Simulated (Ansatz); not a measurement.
# TiAl6Ni5: the cost of one run

Computed with Ansatz 0.2.0 (DFT PBE, scalar-relativistic, plane waves, PAW, unless a step's input says otherwise).

2 further runs of the same task are left out: 1 that didn't finish, 1 set aside as unsound or not needed. Runs told in other sessions of the task aren't counted.

### Step 1. Starting point

Symmetry: P4/mmm, No. 123, tetragonal system. The conventional cell has a = 2.891 Å, b = 2.891 Å, c = 18.361 Å, α = 90.00°, β = 90.00°, γ = 90.00°. Ti (site symmetry 4/mmm) is surrounded by 8 Al at 2.83 Å and 4 Ti at 2.89 Å. Around Al (site symmetry 4mm) lie 8 Ni at 2.50 Å. Al (site symmetry 4mm) has 4 Ni at 2.51 Å and 4 Ti at 2.83 Å in its first shell of neighbours. Ni (site symmetry 4mm) is surrounded by 8 Al at 2.50 Å. Ni (site symmetry 4/mmm) has 8 Al at 2.50 Å in its first shell of neighbours. Ni (site symmetry 4mm) is surrounded by 8 Al at 2.50 to 2.51 Å.

As a file:

```
CELL_PARAMETERS angstrom
2.89119 0.00000 0.00000
0.00000 2.89119 0.00000
0.00000 0.00000 18.36074
ATOMIC_POSITIONS crystal
Ti 0.50000 0.50000 0.00000
Al 0.00000 0.00000 0.73597
Al 0.00000 0.00000 0.57869
Al 0.00000 0.00000 0.42131
Al 0.00000 0.00000 0.26403
Al 0.00000 0.00000 0.10661
Al 0.00000 0.00000 0.89339
Ni 0.50000 0.50000 0.65738
Ni 0.50000 0.50000 0.50000
Ni 0.50000 0.50000 0.34262
Ni 0.50000 0.50000 0.18559
Ni 0.50000 0.50000 0.81441
```

It is the end of an earlier relaxation with the same method, from a generated guess; it is a trial structure. At a tolerance of 0.05 Å it has space group P4/mmm (No. 123); it has 12.79 Å³/atom, an uncorrected energy of -0.61 eV/atom over the elements.

### Step 2. Electronic structure at the relaxed geometry

input.yaml reads:

```yaml
crystal:
  lattice:
    - [2.8911926279, 0.0, 0.0]
    - [0.0, 2.8911926279, 0.0]
    - [0.0, 0.0, 18.3607441018]
  atoms:
    - { symbol: Ti, position: [0.5, 0.5, 0.0] }
    - { symbol: Al, position: [0.0, 0.0, 0.7359742372] }
    - { symbol: Al, position: [0.0, 0.0, 0.5786893522] }
    - { symbol: Al, position: [0.0, 0.0, 0.4213106478] }
    - { symbol: Al, position: [0.0, 0.0, 0.2640257628] }
    - { symbol: Al, position: [0.0, 0.0, 0.1066102356] }
    - { symbol: Al, position: [0.0, 0.0, 0.8933897644] }
    - { symbol: Ni, position: [0.5, 0.5, 0.6573807285] }
    - { symbol: Ni, position: [0.5, 0.5, 0.5] }
    - { symbol: Ni, position: [0.5, 0.5, 0.3426192715] }
    - { symbol: Ni, position: [0.5, 0.5, 0.1855861763] }
    - { symbol: Ni, position: [0.5, 0.5, 0.8144138237] }
basis:
  ecutwfc: 420
kpoints:
  mp_grid: { grid: [14, 14, 2] }
  band_path:
    path:
      - [[0.0, 0.0, 0.0], [0.0, 0.5, 0.0], [0.5, 0.5, 0.0], [0.0, 0.0, 0.0], [0.0, 0.0, 0.5], [0.0, 0.5, 0.5], [0.5, 0.5, 0.5], [0.0, 0.0, 0.5]]
      - [[0.0, 0.5, 0.0], [0.0, 0.5, 0.5]]
      - [[0.5, 0.5, 0.0], [0.5, 0.5, 0.5]]
    npoints: 10
hamiltonian:
  xc: pbe
scf:
  occupations: { method: gaussian, width: 0.1 }
  n_extra_bands: 30
output:
  forces: true
  stress: true
  eigenvalues: true
  populations: true
  dos: { projected: true, de: 0.02, nscf_kmesh: { grid: [17, 17, 3] } }
  bader: false
```

Command:

```console
ansatz run input.yaml --threads 4 --pin off --max-ram 8192MiB --backend cpu --events-out ev --progress --plain --runs-dir out
```

Q: Estimate wall time and peak memory on 4 threads of Arm Neoverse V1, shared host.

About 48 s, with a peak of 1.3 GiB.
